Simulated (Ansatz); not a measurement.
# Al: strong compression

The task here is to estimate one member of a computed series from the others.

Program: Ansatz 0.2.0. Level of theory: DFT, PBEsol, PAW with Ansatz's default frozen-core files, scalar-relativistic. These are calculated values, not measurements.

## The starting structure

Symmetry: Fm-3m, No. 225, cubic system. Conventional cell: a = 4.050 Å, b = 4.050 Å, c = 4.050 Å, α = 90.00°, β = 90.00°, γ = 90.00°. Around Al (site symmetry m-3m) lie 12 Al at 2.86 Å.

Structure file:

```
Al
1.0
     0.00000    2.02510    2.02510
     2.02510    0.00000    2.02510
     2.02510    2.02510    0.00000
Al
1
Cartesian
  0.0000 0.0000 0.0000
```

Whether this phase is the stable one at these pressures isn't tested.

The first run:

File input.yaml:

```yaml
crystal:
  lattice:
    - [0.0, 2.0251003354, 2.0251003354]
    - [2.0251003354, 0.0, 2.0251003354]
    - [2.0251003354, 2.0251003354, 0.0]
  atoms:
    - { symbol: Al, position: [0.0, 0.0, 0.0] }
kpoints:
  mp_grid: { grid: [18, 18, 18] }
scf:
  occupations: { method: fermi_dirac, width: 0.08 }
hamiltonian:
  xc: pbesol
  pseudopotentials: { kind: paw }
output:
  forces: true
  stress: true
  write_density: true
  write_potential: true
  elf: true
  volumetric_format: npy
relax:
  f_tol: 0.005
  max_steps: 40
  cell: {}
```

Command:

```
$ ansatz run input.yaml --threads 1 --pin off --max-ram 2048MiB --backend cpu --events-out ev --progress --plain --runs-dir out
```

Steps of the session up to this table: Cell relaxed at zero pressure, PAW; Volume scaled by 1, PAW; Volume scaled by 0.94, PAW; Volume scaled by 0.94, PAW (partial_waves polarizable); Volume scaled by 0.88, PAW; Volume scaled by 0.8, PAW; Volume scaled by 0.72, PAW; Volume scaled by 0.64, PAW; Volume scaled by 0.55, PAW; Volume scaled by 0.45, PAW; Volume scaled by 0.45, PAW (partial_waves polarizable).

One of the session's tables, all rows but one given; the rest of the session is left out.

```
                         method  volume over the first  volume (Å³/atom)  pressure (GPa)
                            PAW                      1            16.188           -0.03
                            PAW                   0.94            15.217            5.77
                            PAW                   0.88            14.245           13.88
                            PAW                    0.8            12.950           29.95
                            PAW                   0.72                 ?               ?
                            PAW                   0.64            10.360           95.31
                            PAW                   0.55             8.903          172.31
                            PAW                   0.45             7.285          338.77
PAW (partial_waves polarizable)                   0.94            15.217            5.77
PAW (partial_waves polarizable)                   0.45             7.285          338.77
```

Estimate the missing values for PAW, 0.72.

The run gave: volume (Å³/atom): 11.655; pressure (GPa): 55.16. In the column «volume (Å³/atom)» it lies between PAW, 0.64 (10.360) and PAW, 0.8 (12.950).
